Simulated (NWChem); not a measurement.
# the pair CS2···CH2BN, step by step

Wanted: the energy (singlet C2H2BNS2, wB97X-D3/def2-SVP), then the energy (singlet CS2, wB97X-D3/def2-SVP), then a single-point energy (singlet CH2BN, wB97X-D3/def2-SVP), then a single-point energy (singlet CS2, wB97X-D3/def2-SVP), then the energy (singlet CH2BN, wB97X-D3/def2-SVP) of C2H2BNS2 and its partners. 

The calculation is run with NWChem 7.3.0.

**1. The molecule**

C2H2BNS2 has 8 atoms, charge 0, and is taken as a singlet. The two molecules were placed rigidly side by side, at 1.3 times their contact distance; the pair isn't optimised.

Bond lengths: S1–C2 1.548 Å, C2–S3 1.548 Å, B4–C5 1.522 Å, C5–N6 1.154 Å, B4–H7 1.189 Å, B4–H8 1.189 Å. Angles: S1–C2–S3 180.0°, B4–C5–N6 180.0°, C5–B4–H7 118.9°, C5–B4–H8 118.9°, H7–B4–H8 122.2°.

**2. A single-point energy at wB97X-D3/def2-SVP (run 1)**

Contents of c2h2bns2.nw:

```
start c2h2bns2
title "C2H2BNS2"
memory stack 880 mb heap 220 mb global 1100 mb

geometry units au noautosym nocenter noautoz
  S   2.56435835 -0.29479728  1.37779932
  C   0.00000000  0.00000000  0.00000000
  S  -2.56435835  0.29479728 -1.37779932
  B   9.42429095 -6.34793020  2.59003973
  C   7.57319083 -8.20539870  3.76960678
  N   6.16944557 -9.61424622  4.66391966
  H   9.34123749 -4.19094011  3.21130609
  H  10.90449453 -7.10272461  1.07878795
end

basis spherical bse
  S library def2-SVP
  C library def2-SVP
  B library def2-SVP
  N library def2-SVP
  H library def2-SVP
end

dft
  xc wb97x-d3
  grid fine
  convergence energy 1e-08
  iterations 100
  mulliken
  print low
end

task dft energy
```

Started as:

```sh
$ nwchem c2h2bns2.nw > c2h2bns2.out
```

Standard output:

```text
[...]
 d= 0,ls=0.0,diis     1   -952.8056634299 -1.17D+03  1.02D-02  8.38D-01     2.8
[...]
 d= 0,ls=0.0,diis    11   -952.9256569585 -3.39D-09  3.75D-07  1.64D-09    31.8
         Total DFT energy =     -952.925656958465
      One electron energy =    -1747.778068432490
           Coulomb energy =      647.905136134467
    Exchange-Corr. energy =      -73.696644351535
 Nuclear repulsion energy =      220.644757221919
    Dispersion correction =       -0.000837530826
[...]
      Total Density - Mulliken Population Analysis
     ---------------------------------------------
    Atom       Charge   Shell Charges
 -----------   ------   -------------------------------------------------------
    1 S   16    16.05   2.00  1.99  1.24  0.70  5.93  1.83  2.29  0.07
    2 C    6     5.91   1.99  1.02  0.17  1.92  0.75  0.05
    3 S   16    16.04   2.00  1.99  1.24  0.71  5.93  1.83  2.28  0.07
    4 B    5     4.88   1.99  0.86  0.17  1.50  0.33  0.04
    5 C    6     6.13   1.99  0.96  0.32  2.02  0.82  0.04
    6 N    7     6.99   1.99  1.09  0.55  2.20  1.13  0.03
    7 H    1     1.00   0.74  0.24  0.01
    8 H    1     1.00   0.74  0.24  0.01
[...]
```

Run time: 33 s. Hardware: 1 thread of Intel Xeon Platinum 8559C (Emerald Rapids), shared host; peak memory 0.12 GiB.

**3. CS2: a single-point energy at wB97X-D3/def2-SVP (run 2)**

Contents of run.nw:

```
start run
memory stack 880 mb heap 220 mb global 1100 mb
charge 0

geometry units angstrom noautosym nocenter noautoz
 S      1.357000    -0.156000     0.729100
 C      0.000000     0.000000     0.000000
 S     -1.357000     0.156000    -0.729100
end

basis spherical bse
 * library def2-SVP
end

dft
 xc wb97x-d3
 grid fine
 convergence energy 1e-08
 maxiter 100
 mulliken
 print low
end

task dft energy
```

Started as:

```sh
$ nwchem run.nw > run.out
```

Standard output:

```text
[...]
 d= 0,ls=0.0,diis     1   -834.1274448431 -9.43D+02  1.52D-02  4.59D-01     0.8
[...]
 d= 0,ls=0.0,diis     8   -834.1857928066 -8.09D-10  1.10D-06  6.47D-09     5.8
         Total DFT energy =     -834.185792806571
      One electron energy =    -1367.519099633344
           Coulomb energy =      480.677846232986
    Exchange-Corr. energy =      -56.710750596815
 Nuclear repulsion energy =      109.366281308007
    Dispersion correction =       -0.000070117405
[...]
      Total Density - Mulliken Population Analysis
     ---------------------------------------------
    Atom       Charge   Shell Charges
 -----------   ------   -------------------------------------------------------
    1 S   16    16.05   2.00  1.99  1.24  0.71  5.93  1.83  2.29  0.07
    2 C    6     5.91   1.99  1.02  0.17  1.92  0.75  0.05
    3 S   16    16.05   2.00  1.99  1.24  0.71  5.93  1.83  2.29  0.07
[...]
```

It took 6.6 s on 1 thread of Intel Xeon Platinum 8559C (Emerald Rapids), shared host; peak memory 0.11 GiB.

**4. CH2BN: the energy at wB97X-D3/def2-SVP (run 3)**

Contents of input.nw:

```
start input
memory total 2200 mb

geometry units angstrom noautosym nocenter noautoz
  B      4.987120    -3.359180     1.370590
  C      4.007560    -4.342110     1.994790
  N      3.264730    -5.087640     2.468040
  H      4.943170    -2.217750     1.699350
  H      5.770410    -3.758600     0.570870
end

basis spherical bse
  * library def2-SVP
end

dft
  xc wb97x-d3
  mult 1
  grid fine
  convergence energy 1e-08
  maxiter 100
  mulliken
  print low
end

task dft energy
```

Started as:

```sh
$ nwchem input.nw > input.out
```

Standard output:

```text
[...]
 d= 0,ls=0.0,diis     1   -118.6772926214 -1.65D+02  1.37D-02  3.81D-01     0.9
[...]
 d= 0,ls=0.0,diis     9   -118.7392463547 -8.76D-09  2.88D-06  2.23D-08     7.2
         Total DFT energy =     -118.739246354712
      One electron energy =     -250.212321281149
           Coulomb energy =      102.252777523489
    Exchange-Corr. energy =      -16.986641842342
 Nuclear repulsion energy =       46.207241159659
    Dispersion correction =       -0.000301914368
[...]
      Total Density - Mulliken Population Analysis
     ---------------------------------------------
    Atom       Charge   Shell Charges
 -----------   ------   -------------------------------------------------------
    1 B    5     4.88   1.99  0.86  0.17  1.50  0.33  0.04
    2 C    6     6.13   1.99  0.96  0.32  2.02  0.82  0.04
    3 N    7     6.99   1.99  1.09  0.55  2.20  1.13  0.03
    4 H    1     1.00   0.74  0.24  0.01
    5 H    1     1.00   0.74  0.24  0.01
[...]
```

Wall time 7.8 s (1 thread of Intel Xeon Platinum 8559C (Emerald Rapids), shared host); peak memory 0.12 GiB.

**5. CS2 among ghost functions: the energy at wB97X-D3/def2-SVP (with ghost functions) (run 4)**

Contents of mol.nw:

```
start mol
title "CS2 wB97X-D3"
memory total 2200 mb
charge 0

geometry units angstrom noautosym nocenter noautoz
 S     1.357000   -0.156000    0.729100
 C     0.000000    0.000000    0.000000
 S    -1.357000    0.156000   -0.729100
 bqB      4.987120    -3.359180     1.370590
 bqC      4.007560    -4.342110     1.994790
 bqN      3.264730    -5.087640     2.468040
 bqH      4.943170    -2.217750     1.699350
 bqH      5.770410    -3.758600     0.570870
end

basis spherical bse
 S library def2-SVP
 C library def2-SVP
 bqB library B def2-SVP
 bqC library C def2-SVP
 bqN library N def2-SVP
 bqH library H def2-SVP
end

dft
 xc wb97x-d3
 grid fine
 convergence energy 1e-08
 maxiter 100
 mulliken
 print low
end

task dft energy
```

Started as:

```sh
$ nwchem mol.nw > mol.out
```

Standard output:

```text
[...]
 d= 0,ls=0.0,diis     1   -834.1275301584 -9.43D+02  7.47D-03  4.60D-01     2.2
[...]
 d= 0,ls=0.0,diis     8   -834.1859353015  8.73D-10  1.85D-06  4.22D-08    20.3
         Total DFT energy =     -834.185935301530
      One electron energy =    -1367.510883777666
           Coulomb energy =      480.668935399655
    Exchange-Corr. energy =      -56.710198114120
 Nuclear repulsion energy =      109.366281308007
    Dispersion correction =       -0.000070117405
[...]
      Total Density - Mulliken Population Analysis
     ---------------------------------------------
    Atom       Charge   Shell Charges
 -----------   ------   -------------------------------------------------------
    1 S   16    16.05   2.00  1.99  1.24  0.71  5.93  1.83  2.29  0.07
    2 C    6     5.91   1.99  1.02  0.17  1.92  0.75  0.05
    3 S   16    16.05   2.00  1.99  1.24  0.71  5.93  1.83  2.29  0.07
    4 X    0     0.00   0.00 -0.00  0.00 -0.00  0.00 -0.00
    5 X    0    -0.00  -0.00  0.00 -0.00 -0.00 -0.00 -0.00
    6 X    0    -0.00  -0.00  0.00 -0.00 -0.00 -0.00 -0.00
    7 X    0    -0.00  -0.00 -0.00 -0.00
    8 X    0     0.00   0.00  0.00 -0.00
[...]
```

Run time: 21 s. Hardware: 1 thread of Intel Xeon Platinum 8559C (Emerald Rapids), shared host; peak memory 0.12 GiB.

**6. CH2BN among ghost functions: a single-point energy at wB97X-D3/def2-SVP (with ghost functions) (run 5)**

Contents of ch2bn.nw:

```
start ch2bn
memory stack 880 mb heap 220 mb global 1100 mb

geometry units angstrom noautosym nocenter noautoz
  B     4.987120   -3.359180    1.370590
  C     4.007560   -4.342110    1.994790
  N     3.264730   -5.087640    2.468040
  H     4.943170   -2.217750    1.699350
  H     5.770410   -3.758600    0.570870
  bqS      1.357000    -0.156000     0.729100
  bqC      0.000000     0.000000     0.000000
  bqS     -1.357000     0.156000    -0.729100
end

basis "ao basis" spherical bse
  B library def2-SVP
  C library def2-SVP
  N library def2-SVP
  H library def2-SVP
  bqS library S def2-SVP
  bqC library C def2-SVP
end

dft
  xc wb97x-d3
  grid fine
  convergence energy 1e-08
  maxiter 100
  mulliken
  noprint "final vectors analysis"
end

task dft energy
```

Started as:

```sh
$ nwchem ch2bn.nw > ch2bn.out
```

Standard output:

```text
[...]
          Wavefunction type:  closed shell.
          No. of atoms     :     8
          No. of electrons :    20
[...]
          Charge           :     0
          Spin multiplicity:     1
[...]
          AO basis - number of functions:   102
[...]
              XC Information
              --------------
                    wb97x-d3  Method XC Functional
                     Hartree-Fock (Exact) Exchange  1.000
                      wb97x-d3 Exchange Functional  1.000
                   wb97x-d3 Correlation Functional  1.000
[...]
 d= 0,ls=0.0,diis     1   -118.6772940461 -1.65D+02  6.97D-03  3.81D-01     1.9
[...]
 d= 0,ls=0.0,diis     9   -118.7392520773 -8.76D-09  1.47D-06  2.24D-08    22.7
         Total DFT energy =     -118.739252077273
      One electron energy =     -250.212188868170
           Coulomb energy =      102.252615391821
    Exchange-Corr. energy =      -16.986617846214
 Nuclear repulsion energy =       46.207241159659
    Dispersion correction =       -0.000301914368
[...]
      Total Density - Mulliken Population Analysis
     ---------------------------------------------
    Atom       Charge   Shell Charges
 -----------   ------   -------------------------------------------------------
    1 B    5     4.87   1.99  0.86  0.17  1.50  0.33  0.04
    2 C    6     6.14   1.99  0.96  0.32  2.02  0.82  0.04
    3 N    7     6.99   1.99  1.09  0.55  2.20  1.13  0.03
    4 H    1     1.00   0.74  0.24  0.01
    5 H    1     1.00   0.74  0.24  0.01
    6 X    0     0.00   0.00  0.00 -0.00  0.00 -0.00 -0.00  0.00  0.00
    7 X    0    -0.00  -0.00  0.00 -0.00 -0.00 -0.00 -0.00
    8 X    0    -0.00  -0.00 -0.00 -0.00  0.00 -0.00 -0.00 -0.00 -0.00
[...]
```

Wall time 23 s (1 thread of Intel Xeon Platinum 8559C (Emerald Rapids), shared host); peak memory 0.12 GiB.

**7. Outcome**

| quantity | value |
| --- | --- |
| run 1, wB97X-D3/def2-SVP: total energy | -952.92566 Eh |
| run 1, wB97X-D3/def2-SVP: dispersion energy | -2.20 kJ/mol |
| CS2: total energy | -834.18579 Eh |
| CS2: dispersion energy | -0.18 kJ/mol |
| CH2BN: total energy | -118.73925 Eh |
| CH2BN: dispersion energy | -0.79 kJ/mol |
| CS2 among ghost functions: total energy | -834.18594 Eh |
| CS2 among ghost functions: dispersion energy | -0.18 kJ/mol |
| CH2BN among ghost functions: total energy | -118.73925 Eh |
| CH2BN among ghost functions: dipole moment | 2.65 D |
| CH2BN among ghost functions: dispersion energy | -0.79 kJ/mol |
| interaction energy of the rigid parts CS2 and CH2BN (parts in their own basis; closest atoms 4.25 Å apart) | -0.017 eV |
| interaction energy of the rigid parts CS2 and CH2BN (parts in the whole basis, counterpoise; closest atoms 4.25 Å apart) | -0.013 eV |

In words: The interaction energy of the rigid parts CS2 and CH2BN (parts in their own basis; closest atoms 4.25 Å apart) is −0.02 eV (−0.4 kcal/mol). Without counterpoise this holds the superposition error of the basis. The interaction energy of the rigid parts CS2 and CH2BN (parts in the whole basis, counterpoise; closest atoms 4.25 Å apart) is −0.01 eV (−0.3 kcal/mol). The basis-set superposition error is 0.4 kJ/mol. Mulliken charges (CS2) run from -0.05 on S1 to +0.09 on C2. Mulliken charges (CH2BN) run from -0.13 on C2 to +0.12 on B1.
